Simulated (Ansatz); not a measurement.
Molecular dynamics of H7C16O

Input:

```yaml
accuracy: low
crystal:
  lattice:
    - [5.048742, 0.0, 0.0]
    - [2.524371, 4.372339, 0.0]
    - [0.0, 0.0, 15.776426]
  atoms:
    - { symbol: H, position: [0.1666667, 0.1666667, 0.0633857] }
    - { symbol: H, position: [0.6666667, 0.1666667, 0.0633857] }
    - { symbol: H, position: [0.1666667, 0.6666667, 0.0633857] }
    - { symbol: H, position: [0.6666667, 0.6666667, 0.0633857] }
    - { symbol: C, position: [0.1666667, 0.1666667, 0.13311] }
    - { symbol: C, position: [0.6666667, 0.1666667, 0.13311] }
    - { symbol: C, position: [0.1666667, 0.6666667, 0.13311] }
    - { symbol: C, position: [0.6666667, 0.6666667, 0.13311] }
    - { symbol: C, position: [-0.1666667, 0.3333333, 0.1657717] }
    - { symbol: C, position: [0.3333333, 0.3333333, 0.1657717] }
    - { symbol: C, position: [-0.1666667, 0.8333333, 0.1657717] }
    - { symbol: C, position: [0.3333333, 0.8333333, 0.1657717] }
    - { symbol: C, position: [-0.1654008, 0.33186054, 0.26546915] }
    - { symbol: C, position: [0.33318258, 0.33255208, 0.2642346] }
    - { symbol: C, position: [-0.16616087, 0.83307312, 0.26508266] }
    - { symbol: C, position: [0.33344607, 0.83382301, 0.26502323] }
    - { symbol: C, position: [0.00046117, -0.00111462, 0.2885476], spin: 0.3 }
    - { symbol: C, position: [0.50012951, 0.001065, 0.29583396] }
    - { symbol: C, position: [0.00137046, 0.49898766, 0.29590073] }
    - { symbol: C, position: [0.50003893, 0.49941082, 0.29694194] }
    - { symbol: H, position: [0.5003495, 0.00392981, 0.36551968] }
    - { symbol: H, position: [-0.00017635, 0.4969312, 0.36565997] }
    - { symbol: H, position: [0.31579772, 0.66322522, 0.40789095] }
    - { symbol: O, position: [0.5103987, 0.49484143, 0.38789689] }
magnetization:
  spin_polarized: true
basis:
  ecutwfc: 420.0
kpoints:
  mp_grid: { grid: [2, 2, 1] }
hamiltonian:
  xc: pbe
  pseudopotentials: { kind: paw, azcp: { folder: soft_1 } }
scf:
  occupations: { method: fermi_dirac, width: 0.05 }
  lower_state_search: "off"
md:
  timestep: 0.75
  n_steps: 130
  ensemble: nve
  temperature: 1800.0
  initial_velocities: maxwell_boltzmann
  seed: 810666
  constraints: [{ sites: [0, 1, 2, 3, 4, 5, 6, 7, 8, 9, 10, 11] }]
```

Run as:

```bash
$ ansatz run input.yaml --threads 1 --pin off --max-ram 3072MiB --backend cpu --events-out ev --progress --plain --runs-dir out
```

It starts from a partly relaxed structure (largest force component 0.07 eV/Å).

Output, in part (step lines):

```
md step     0: t =     0.00 fs  T =  1800.0 K  F+E_penalty+E_count = -4690.52005172 eV  E_kin = 2.792016 eV  conserved = -4687.72803574 eV  (14 SCF iters)
md step     1: t =     0.75 fs  T =  1741.2 K  F+E_penalty+E_count = -4690.42807371 eV  E_kin = 2.700855 eV  conserved = -4687.72721853 eV  (9 SCF iters)
md step     2: t =     1.50 fs  T =  1589.9 K  F+E_penalty+E_count = -4690.18646648 eV  E_kin = 2.466079 eV  conserved = -4687.72038766 eV  (9 SCF iters)
md step     3: t =     2.25 fs  T =  1410.6 K  F+E_penalty+E_count = -4689.90164447 eV  E_kin = 2.187993 eV  conserved = -4687.71365144 eV  (9 SCF iters)
md step     4: t =     3.00 fs  T =  1261.5 K  F+E_penalty+E_count = -4689.67175711 eV  E_kin = 1.956696 eV  conserved = -4687.71506083 eV  (8 SCF iters)
md step     5: t =     3.75 fs  T =  1135.4 K  F+E_penalty+E_count = -4689.48097026 eV  E_kin = 1.761080 eV  conserved = -4687.71989004 eV  (8 SCF iters)
md step     6: t =     4.50 fs  T =   991.8 K  F+E_penalty+E_count = -4689.25889636 eV  E_kin = 1.538428 eV  conserved = -4687.72046842 eV  (8 SCF iters)
md step     7: t =     5.25 fs  T =   819.6 K  F+E_penalty+E_count = -4688.98853561 eV  E_kin = 1.271253 eV  conserved = -4687.71728279 eV  (8 SCF iters)
[... lines left out ...]
md step   130: t =    97.50 fs  T =   850.7 K  F+E_penalty+E_count = -4689.03607134 eV  E_kin = 1.319608 eV  conserved = -4687.71646313 eV  (8 SCF iters)
```

The steps, from the saved trajectory:

```
time (fs)  T (K)  potential energy less start (eV)  conserved less start (meV/atom)
        0   1800                             0.000                             0.00
        3   1261                             0.848                             0.54
        6    643                             1.809                             0.60
        9    446                             2.118                             0.72
       12    875                             1.440                             0.22
       15   1033                             1.197                             0.27
       18    855                             1.479                             0.53
       21    723                             1.686                             0.61
       24    875                             1.447                             0.54
       27   1215                             0.911                             0.17
       30   1016                             1.227                             0.47
       33    683                             1.745                             0.48
       36    424                             2.154                             0.83
       39    799                             1.561                             0.34
       42    982                             1.281                             0.49
       45   1051                             1.167                             0.25
       48    723                             1.688                             0.71
       51    695                             1.725                             0.50
       54    748                             1.648                             0.64
       57   1134                             1.037                             0.19
       60   1209                             0.925                             0.37
       63   1127                             1.056                             0.49
       66    925                             1.372                             0.57
       69    839                             1.499                             0.37
       72    772                             1.603                             0.37
       75    751                             1.641                             0.57
       78    874                             1.448                             0.48
       81    879                             1.439                             0.46
       84    953                             1.321                             0.29
       87    947                             1.338                             0.62
       90   1185                             0.963                             0.35
       93   1088                             1.119                             0.64
       96   1039                             1.188                             0.28
```

All steps were run. The conserved energy stayed within 0.84 meV per atom of its start (net change 0.48 meV per atom), so the integration is sound. Over the second half the temperature averaged 0.52 of the 1800 K drawn at the start: a run that starts near a minimum puts about half its kinetic energy into the potential. A run of 0.098 ps of so small a system gives no equilibrium averages. Limits of this set-up: coarse k mesh, thin slab, slab without dipole correction, low accuracy level.

Mean squared displacements from the first frame to the last: H 0.05 Å², C 0.01 Å², O 0.03 Å².

Last frame:

```xyz
24
Lattice="5.0487 0.0000 0.0000 2.5244 4.3723 0.0000 0.0000 0.0000 15.7764" Properties=species:S:1:pos:R:3
H 1.262 0.729 1.000
H 3.787 0.729 1.000
H 2.524 2.915 1.000
H 5.049 2.915 1.000
C 1.262 0.729 2.100
C 3.787 0.729 2.100
C 2.524 2.915 2.100
C 5.049 2.915 2.100
C 0.000 1.457 2.615
C 2.524 1.457 2.615
C 1.262 3.644 2.615
C 3.787 3.644 2.615
C 0.084 1.463 4.271
C 2.527 1.463 4.254
C 1.335 3.672 4.223
C 3.822 3.768 4.295
C 0.045 0.037 4.602
C 2.565 0.096 4.792
C 1.350 2.206 4.756
C 3.818 2.296 4.631
H 2.531 0.348 5.963
H 1.408 2.461 5.809
H 3.405 3.130 6.390
O 3.890 2.335 6.102
```

The run took 15 min on 1 thread of Intel(R) Xeon(R) Platinum 8488C (Sapphire Rapids), with other jobs on the host, peak memory 0.8 GiB.
